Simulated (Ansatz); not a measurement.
# AlClF2: the cost of one run

Program: Ansatz 0.2.0. Level of theory: RKS CAM-B3LYP/def2-mTZVP. These are calculated values, not measurements.

### Step 1. Starting point

Bond lengths: Al1–F2 1.690 Å, Al1–Cl3 2.230 Å, Al1–F4 1.690 Å. Angles: F2–Al1–Cl3 120.0°, F2–Al1–F4 120.0°, Cl3–Al1–F4 120.0°.

Structure file:

```xyz
4

Al    0.0000    0.0000    0.0000
F     0.0000    0.0000    1.6900
Cl    1.9312    0.0000   -1.1150
F    -1.4635    0.0000   -0.8450
```

### Step 2. Preparing the start

Contents of input.yaml:

```yaml
crystal:
  periodic: [false, false, false]
  atoms:
    - { symbol: Al, position_ang: [0.0, 0.0, 0.0] }
    - { symbol: F, position_ang: [0.0, 0.0, 1.69] }
    - { symbol: Cl, position_ang: [1.9312, 0.0, -1.115] }
    - { symbol: F, position_ang: [-1.4635, 0.0, -0.845] }
basis:
  gaussian: { orbitals: def2-mTZVP }
hamiltonian:
  xc: cam_b3lyp
relax:
  f_tol: 0.02
  max_steps: 40
output:
  orbitals: {}
```

Started as:

```
$ ansatz run input.yaml --threads 2 --pin off --max-ram 3072MiB --backend cpu --events-out ev --progress --plain --runs-dir out
```

What time and memory should one allow on 2 threads of Arm Neoverse V2, shared host?

About 10 s, with a peak of 0.16 GiB.
